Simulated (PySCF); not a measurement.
# C₄H₃BF₂O: electronic excitations at several levels of theory

How much do the electronic excitations of C₄H₃BF₂O (`C=C=C(C=O)B(F)F`) depend on the level of theory, and what does each level cost?

The runs use PySCF 2.14.0, with density-fitted response routines of our own; the level of theory stands in each step. All values are computed, except where a source is named. Atoms count from 0, in the outputs and in this text.

## 1. Starting geometry

11 atoms, charge 0, multiplicity 1; geometry from: GFN2-xTB. The atoms were then displaced at random by about 0.01 Å, so the start is not that level's minimum.

Bonds of the start (Å): C0–C1 1.31, C1–C2 1.34, C2–C3 1.45, C3–O4 1.20, C2–B5 1.55, B5–F6 1.32, B5–F7 1.30, C0–H8 1.08, C0–H9 1.06, C3–H10 1.14.

## 2. Optimising the geometry at PBE0-D3(BJ)/def2-SVP

What the job is given:

```
{"job": {"xc": "PBE0", "basis": "def2-SVP", "d3": "d3bj", "grid": 1, "shake": 0.01, "kind": "geom"}, "charge": 0, "multiplicity": 1}
C      2.122260    -0.479100     0.513590
C      0.875820    -0.192810     0.209450
C     -0.399990     0.054380    -0.107480
C     -1.219930    -1.078240    -0.487240
O     -0.920310    -2.238150    -0.558620
B     -0.966140     1.499290    -0.071700
F     -0.236620     2.549370     0.258880
F     -2.202390     1.762160    -0.376540
H      2.401460    -0.678730     1.537170
H      2.877750    -0.458280    -0.225350
H     -2.293800    -0.765720    -0.707820
```

Run with:

```bash
> OMP_NUM_THREADS=1 python probes_run.py task.json out
```

One launch serves the whole session: the jobs run in the order shown.

Standard output:

```text
step   0  E = -453.22594826  max force = 0.045070
step   1  E = -453.23008217  max force = 0.008889
step   2  E = -453.23016146  max force = 0.010618
step   3  E = -453.23058674  max force = 0.004478
step   4  E = -453.23067868  max force = 0.003711
step   5  E = -453.23084115  max force = 0.001184
step   6  E = -453.23085380  max force = 0.000774
step   7  E = -453.23084363  max force = 0.000831
step   8  E = -453.23086156  max force = 0.001411
step   9  E = -453.23088390  max force = 0.001020
step  10  E = -453.23089737  max force = 0.000838
step  11  E = -453.23088557  max force = 0.000309
step  12  E = -453.23089347  max force = 0.000613
step  13  E = -453.23090839  max force = 0.000385
optimisation converged
```

Wall time 93 s (1 thread of Arm Neoverse V1, shared host); peak memory 0.52 GiB.

The steps of the relaxation:

```csv
step,energy from step 0 (eV),largest force component (eV/Å)
0,0.0000,2.3176
1,-0.1125,0.4571
2,-0.1146,0.5460
3,-0.1262,0.2303
4,-0.1287,0.1908
5,-0.1331,0.0609
6,-0.1335,0.0398
7,-0.1332,0.0427
8,-0.1337,0.0726
9,-0.1343,0.0525
10,-0.1347,0.0431
11,-0.1344,0.0159
12,-0.1346,0.0315
13,-0.1350,0.0198
```

Close pairs (by a distance rule), those that changed most:

```csv
bond,before (Å),after (Å),change (Å)
C2–C3,1.449,1.496,+0.047
C0–H9,1.057,1.095,+0.038
C3–H10,1.140,1.117,-0.023
B5–F7,1.300,1.321,+0.021
C0–C1,1.315,1.299,-0.016
C0–H8,1.080,1.095,+0.015
C1–C2,1.338,1.326,-0.012
B5–F6,1.321,1.316,-0.005
```

The next job starts from the end point, and lists it.

```csv
at the end point,value
"rotational constants (GHz, main isotopes)","2.545, 1.648, 1.008"
dipole moment (D),2.01
```

## 3. Ultraviolet spectrum: PBE0/def2-SVP

What the job is given:

```
{"job": {"kind": "uv", "xc": "PBE0", "basis": "def2-SVP"}, "charge": 0, "multiplicity": 1}
C      2.146801    -0.188333     0.508153
C      0.889073    -0.101907     0.195729
C     -0.396421    -0.008230    -0.114016
C     -1.173028    -1.245031    -0.436540
O     -0.719108    -2.357898    -0.456019
B     -1.074962     1.386198    -0.111019
F     -0.393833     2.491708     0.103123
F     -2.373435     1.503872    -0.321706
H      2.457631    -0.322348     1.549471
H      2.922431    -0.132243    -0.262522
H     -2.248370    -1.052768    -0.671317
```

With the program's defaults for keys left out, this is: TDDFT PBE0/def2-SVP, vertical, gas phase, core orbitals frozen in the response.

Standard output:

```text
coarse grid: 10552 points
cycle   1  E = -452.9747321513  dE =  1.180e+00  |g| = 9.598e-01  |ddm| = 3.950e+00
cycle   2  E = -452.4536054919  dE =  5.211e-01  |g| = 1.883e+00  |ddm| = 4.151e+00
cycle   3  E = -453.1432236264  dE = -6.896e-01  |g| = 2.377e-01  |ddm| = 3.295e+00
cycle   4  E = -453.1541701806  dE = -1.095e-02  |g| = 8.105e-02  |ddm| = 3.059e-01
cycle   5  E = -453.1553106691  dE = -1.140e-03  |g| = 1.893e-02  |ddm| = 8.030e-02
cycle   6  E = -453.1553958283  dE = -8.516e-05  |g| = 5.863e-03  |ddm| = 2.628e-02
cycle   7  E = -453.1554039403  dE = -8.112e-06  |g| = 2.560e-03  |ddm| = 8.030e-03
final grid: 106576 points
cycle   8  E = -453.2231824581  dE = -1.751e-05  |g| = 1.242e-02  |ddm| = 2.779e-02
cycle   9  E = -453.2230934874  dE =  8.897e-05  |g| = 2.442e-02  |ddm| = 4.258e-02
cycle  10  E = -453.2232141141  dE = -1.206e-04  |g| = 1.799e-03  |ddm| = 2.962e-02
cycle  11  E = -453.2232148810  dE = -7.670e-07  |g| = 3.889e-04  |ddm| = 1.965e-03
cycle  12  E = -453.2232149198  dE = -3.879e-08  |g| = 1.040e-04  |ddm| = 4.925e-04
cycle  13  E = -453.2232149224  dE = -2.625e-09  |g| = 2.506e-05  |ddm| = 1.222e-04
cycle  14  E = -453.2232149225  dE = -1.211e-10  |g| = 1.087e-05  |ddm| = 3.177e-05
converged SCF energy = -453.2232149225

Static polarisability (au): isotropic 56.364, principal 31.351 50.592 87.150

Singlet excitations
state   eV       nm        f      main configurations
  1   3.4736    356.9   0.00015   H->L 0.94
  2   4.6190    268.4   0.00013   H-2->L 0.94
  3   5.6290    220.3   0.00142   H->L+2 0.70, H->L+1 0.15
  4   5.7354    216.2   0.07940   H-1->L 0.60, H->L+1 0.26, H->L+2 0.12
  5   6.3660    194.8   0.33907   H->L+1 0.55, H-1->L 0.34
  6   6.5494    189.3   0.00145   H-1->L+1 0.93
  7   7.2626    170.7   0.00196   H-2->L+2 0.85, H-2->L+1 0.10
  8   7.3738    168.1   0.13344   H-1->L+2 0.86
  9   7.6114    162.9   0.00259   H-3->L 0.94
 10   7.9489    156.0   0.27906   H-2->L+1 0.62, H-4->L 0.17

Triplet excitations (Tamm-Dancoff, eV): 3.0088 3.6695 4.1608 4.7350
```

It took 17 s on 1 thread of Arm Neoverse V1, shared host; peak memory 0.62 GiB.

Frontier orbitals and where they lie:

```csv
orbital,eV,atoms
HOMO−3,-11.46,"F6 23 %, C2 21 %, B5 14 %"
HOMO−2,-8.73,"C0 43 %, C1 34 %, O4 11 %"
HOMO−1,-8.62,"C2 40 %, C1 25 %, O4 17 %"
HOMO,-7.53,"O4 60 %, C2 10 %, H10 10 %"
LUMO,-2.25,"C1 39 %, C3 15 %, O4 12 %"
LUMO+1,-0.29,"C0 37 %, C1 36 %, B5 8 %"
LUMO+2,-0.16,"B5 33 %, C3 29 %, O4 16 %"
```

With each of the 10 states as a Gaussian band of 0.4 eV half-width at 1/e, the curve within the window shown has maxima at 195 nm (ε 14,000), 157 nm (ε 12,000) L/(mol cm). Beyond the last state computed it falls off for lack of states. The curve at chosen wavelengths:

```
 nm  ε (L/mol/cm)
150          6492
161         10406
172          5060
184          6542
195         14065
206          8253
217          4152
229          1724
240           421
251            64
262            11
274             5
285             3
296             2
307             1
319             2
330             4
341             5
352             6
364             6
375             5
386             4
397             3
409             2
420             1
431             1
```

Further results of this job:

```csv
property,computed
dipole moment (D),2.01
polarisability (Å³),8.35
HOMO–LUMO gap (eV),5.27
−ε(HOMO) (eV),7.53
```

## 4. Ultraviolet spectrum: PBE0/def2-TZVP

Settings changed since step 3:

```diff
@@ -1,2 +1,2 @@
-{"job": {"kind": "uv", "xc": "PBE0", "basis": "def2-SVP"}, "charge": 0, "multiplicity": 1}
+{"job": {"kind": "uv", "xc": "PBE0", "basis": "def2-TZVP"}, "charge": 0, "multiplicity": 1}
 C      2.146801    -0.188333     0.508153
```

Method: TDDFT PBE0/def2-TZVP, vertical, gas phase, core orbitals frozen in the response.

Standard output:

```text
coarse grid: 10552 points
cycle   1  E = -453.5730795108  dE =  1.237e+00  |g| = 9.884e-01  |ddm| = 3.575e+00
cycle   2  E = -453.0312917504  dE =  5.418e-01  |g| = 1.964e+00  |ddm| = 7.129e+00
cycle   3  E = -453.7382690904  dE = -7.070e-01  |g| = 2.580e-01  |ddm| = 6.280e+00
cycle   4  E = -453.7502847500  dE = -1.202e-02  |g| = 8.991e-02  |ddm| = 3.557e-01
cycle   5  E = -453.7515209020  dE = -1.236e-03  |g| = 2.160e-02  |ddm| = 1.136e-01
cycle   6  E = -453.7516219482  dE = -1.010e-04  |g| = 5.935e-03  |ddm| = 2.375e-02
cycle   7  E = -453.7516297199  dE = -7.772e-06  |g| = 2.344e-03  |ddm| = 6.332e-03
final grid: 106576 points
cycle   8  E = -453.7470848608  dE = -1.050e-04  |g| = 1.295e-02  |ddm| = 1.173e-01
cycle   9  E = -453.7470055733  dE =  7.929e-05  |g| = 2.426e-02  |ddm| = 5.371e-02
cycle  10  E = -453.7471143469  dE = -1.088e-04  |g| = 2.497e-03  |ddm| = 3.923e-02
cycle  11  E = -453.7471154433  dE = -1.096e-06  |g| = 6.636e-04  |ddm| = 3.132e-03
cycle  12  E = -453.7471155327  dE = -8.942e-08  |g| = 2.382e-04  |ddm| = 6.561e-04
cycle  13  E = -453.7471155469  dE = -1.416e-08  |g| = 3.946e-05  |ddm| = 2.171e-04
cycle  14  E = -453.7471155471  dE = -2.527e-10  |g| = 1.451e-05  |ddm| = 3.459e-05
converged SCF energy = -453.7471155471

Static polarisability (au): isotropic 64.323, principal 38.409 60.404 94.156

Singlet excitations
state   eV       nm        f      main configurations
  1   3.4704    357.3   0.00021   H->L 0.94
  2   4.5545    272.2   0.00008   H-2->L 0.94
  3   5.6188    220.7   0.04765   H-1->L 0.38, H->L+1 0.30, H->L+2 0.27
  4   5.6580    219.1   0.05388   H->L+2 0.56, H-1->L 0.33
  5   6.2664    197.9   0.31485   H->L+1 0.64, H-1->L 0.26
  6   6.4671    191.7   0.00130   H-1->L+1 0.94
  7   7.1354    173.8   0.00155   H-2->L+2 0.87
  8   7.2461    171.1   0.12049   H-1->L+2 0.84
  9   7.5409    164.4   0.04044   H->L+3 0.71, H-2->L+1 0.12
 10   7.5659    163.9   0.00251   H-3->L 0.90

Triplet excitations (Tamm-Dancoff, eV): 3.0296 3.6482 4.1046 4.7052
```

Run time: 72 s. Hardware: 1 thread of Arm Neoverse V1, shared host; peak memory 0.96 GiB.

In short: HOMO -7.67 eV, LUMO -2.40 eV; lowest singlet 3.47 eV.

## 5. Excited states and response: PBE0/aug-cc-pVDZ

Settings changed since step 4:

```diff
@@ -1,2 +1,2 @@
-{"job": {"kind": "uv", "xc": "PBE0", "basis": "def2-TZVP"}, "charge": 0, "multiplicity": 1}
+{"job": {"kind": "uv", "xc": "PBE0", "basis": "aug-cc-pVDZ"}, "charge": 0, "multiplicity": 1}
 C      2.146801    -0.188333     0.508153
```

With the program's defaults for keys left out, this is: TDDFT PBE0/aug-cc-pVDZ, vertical, gas phase, core orbitals frozen in the response.

Standard output:

```text
coarse grid: 10552 points
cycle   1  E = -453.4417164122  dE =  1.267e+00  |g| = 9.155e-01  |ddm| = 1.049e+01
cycle   2  E = -452.9304784576  dE =  5.112e-01  |g| = 1.852e+00  |ddm| = 4.237e+00
cycle   3  E = -453.5962506886  dE = -6.658e-01  |g| = 2.287e-01  |ddm| = 2.885e+00
cycle   4  E = -453.6061873523  dE = -9.937e-03  |g| = 7.893e-02  |ddm| = 5.180e-01
cycle   5  E = -453.6072300596  dE = -1.043e-03  |g| = 1.887e-02  |ddm| = 1.421e-01
cycle   6  E = -453.6073131205  dE = -8.306e-05  |g| = 5.224e-03  |ddm| = 5.372e-02
cycle   7  E = -453.6073195035  dE = -6.383e-06  |g| = 2.162e-03  |ddm| = 1.319e-02
final grid: 106576 points
cycle   8  E = -453.6140001753  dE = -2.813e-05  |g| = 1.143e-02  |ddm| = 2.149e-01
cycle   9  E = -453.6139251070  dE =  7.507e-05  |g| = 2.246e-02  |ddm| = 5.250e-02
cycle  10  E = -453.6140274092  dE = -1.023e-04  |g| = 1.896e-03  |ddm| = 3.067e-02
cycle  11  E = -453.6140282230  dE = -8.137e-07  |g| = 4.405e-04  |ddm| = 4.171e-03
cycle  12  E = -453.6140282719  dE = -4.892e-08  |g| = 1.357e-04  |ddm| = 1.222e-03
cycle  13  E = -453.6140282765  dE = -4.613e-09  |g| = 2.743e-05  |ddm| = 3.436e-04
cycle  14  E = -453.6140282767  dE = -1.429e-10  |g| = 1.237e-05  |ddm| = 8.844e-05
converged SCF energy = -453.6140282767

Static polarisability (au): isotropic 67.832, principal 42.049 64.868 96.578

Singlet excitations
state   eV       nm        f      main configurations
  1   3.4551    358.8   0.00025   H->L 0.94
  2   4.5424    272.9   0.00005   H-2->L 0.94
  3   5.5686    222.6   0.02030   H->L+2 0.53, H->L+1 0.20, H-1->L 0.19
  4   5.6124    220.9   0.07461   H-1->L 0.50, H->L+2 0.31, H->L+1 0.10
  5   6.1549    201.4   0.29307   H->L+1 0.67, H-1->L 0.24
  6   6.4314    192.8   0.00097   H-1->L+1 0.92
  7   6.6665    186.0   0.03696   H->L+3 0.89
  8   7.0516    175.8   0.00137   H-2->L+2 0.90
  9   7.0843    175.0   0.00677   H->L+4 0.59, H-1->L+2 0.28
 10   7.2201    171.7   0.16525   H-1->L+2 0.62, H->L+4 0.28

Triplet excitations (Tamm-Dancoff, eV): 3.0156 3.6464 4.0965 4.7041
```

Wall time 40 s (1 thread of Arm Neoverse V1, shared host); peak memory 0.8 GiB.

This run: HOMO -7.68 eV, LUMO -2.44 eV; lowest singlet 3.46 eV.

## 6. Ultraviolet spectrum: PBE0/6-31+G*

Settings changed since step 5:

```diff
@@ -1,2 +1,2 @@
-{"job": {"kind": "uv", "xc": "PBE0", "basis": "aug-cc-pVDZ"}, "charge": 0, "multiplicity": 1}
+{"job": {"kind": "uv", "xc": "PBE0", "basis": "6-31+G*"}, "charge": 0, "multiplicity": 1}
 C      2.146801    -0.188333     0.508153
```

Method: TDDFT PBE0/6-31+G*, vertical, gas phase, core orbitals frozen in the response.

Standard output:

```text
coarse grid: 10552 points
cycle   1  E = -453.4518320852  dE =  1.251e+00  |g| = 9.022e-01  |ddm| = 9.219e+00
cycle   2  E = -452.9630987316  dE =  4.887e-01  |g| = 1.815e+00  |ddm| = 4.886e+01
cycle   3  E = -453.6035703017  dE = -6.405e-01  |g| = 2.240e-01  |ddm| = 4.762e+01
cycle   4  E = -453.6131491594  dE = -9.579e-03  |g| = 7.692e-02  |ddm| = 1.189e+00
cycle   5  E = -453.6141420596  dE = -9.929e-04  |g| = 1.845e-02  |ddm| = 8.050e-01
cycle   6  E = -453.6142221711  dE = -8.011e-05  |g| = 4.896e-03  |ddm| = 8.108e-02
cycle   7  E = -453.6142276958  dE = -5.525e-06  |g| = 2.080e-03  |ddm| = 7.641e-02
final grid: 106576 points
cycle   8  E = -453.5750782237  dE = -1.715e-05  |g| = 1.129e-02  |ddm| = 8.294e-01
cycle   9  E = -453.5750032939  dE =  7.493e-05  |g| = 2.236e-02  |ddm| = 1.755e-01
cycle  10  E = -453.5751052438  dE = -1.019e-04  |g| = 1.777e-03  |ddm| = 1.307e-01
cycle  11  E = -453.5751060028  dE = -7.590e-07  |g| = 4.137e-04  |ddm| = 1.831e-02
cycle  12  E = -453.5751060469  dE = -4.404e-08  |g| = 1.160e-04  |ddm| = 2.832e-03
cycle  13  E = -453.5751060502  dE = -3.392e-09  |g| = 2.545e-05  |ddm| = 4.252e-04
cycle  14  E = -453.5751060504  dE = -1.171e-10  |g| = 1.101e-05  |ddm| = 9.150e-05
converged SCF energy = -453.5751060504

Static polarisability (au): isotropic 63.016, principal 36.454 59.355 93.240

Singlet excitations
state   eV       nm        f      main configurations
  1   3.5053    353.7   0.00019   H->L 0.94
  2   4.5561    272.1   0.00010   H-2->L 0.94
  3   5.6345    220.0   0.02169   H->L+2 0.52, H-1->L 0.20, H->L+1 0.20
  4   5.6773    218.4   0.07619   H-1->L 0.49, H->L+2 0.32, H->L+1 0.10
  5   6.2215    199.3   0.30479   H->L+1 0.67, H-1->L 0.24
  6   6.4898    191.0   0.00114   H-1->L+1 0.93
  7   6.8478    181.1   0.02976   H->L+3 0.90
  8   7.1133    174.3   0.00171   H-2->L+2 0.90
  9   7.2397    171.3   0.09719   H-1->L+2 0.79, H->L+4 0.09
 10   7.4334    166.8   0.08711   H->L+4 0.73, H-1->L+2 0.10

Triplet excitations (Tamm-Dancoff, eV): 3.0724 3.6691 4.1051 4.7097
```

Run time: 25 s. Hardware: 1 thread of Arm Neoverse V1, shared host; peak memory 0.73 GiB.

In short: HOMO -7.71 eV, LUMO -2.42 eV; lowest singlet 3.51 eV.

## 7. Run by run: electronic excitations

Excitations and ground-state properties, with basis size and wall time:

```csv
run,lowest singlet (eV),brightest (eV),f,gap (eV),α (Å³),μ (D),functions,time
PBE0/def2-SVP,3.47,6.37,0.339,5.27,8.35,2.01,127,17 s
PBE0/def2-TZVP,3.47,6.27,0.315,5.27,9.53,2.06,266,72 s
PBE0/aug-cc-pVDZ,3.46,6.15,0.293,5.24,10.05,2.08,211,40 s
PBE0/6-31+G*,3.51,6.22,0.305,5.29,9.34,2.14,150,25 s
```

## 8. Outcome

| quantity | value |
| --- | --- |
| rotational constants (main isotopes) | 2.55, 1.65, 1.01 GHz |
| lowest singlet (PBE0/def2-SVP) | 3.47 eV (357 nm), f = 0.000 |
| brightest single state of those computed | state 5, 6.37 eV, f = 0.339 |
| lowest triplet | 3.01 eV |
| range of the lowest singlet | 3.46 to 3.51 eV |

In words: Single values in the summary come from the first run of each kind that ended normally (PBE0/def2-SVP), which need not be the best level. The optimisation took 13 steps and gained 0.135 eV; among the close pairs (by a distance rule), C2–C3 changed most, from 1.449 to 1.496 Å. No frequency check was run at this level, so the end point may be a saddle. The first singlet state (HOMO→LUMO 0.94) lies at 3.47 eV and is dark; of the 10 states computed, the strongest absorption comes from state 5 at 6.37 eV (the last state computed is bright too, and its partners may lie past the list). The lowest triplet lies 0.46 eV below the lowest singlet (triplets in Tamm-Dancoff, singlets in full TDDFT). The lowest singlet runs from 3.46 eV (PBE0/aug-cc-pVDZ) to 3.51 eV (PBE0/6-31+G*), while the orbital gap spans 5.24 to 5.29 eV. The lowest state need not be the same one in every run.
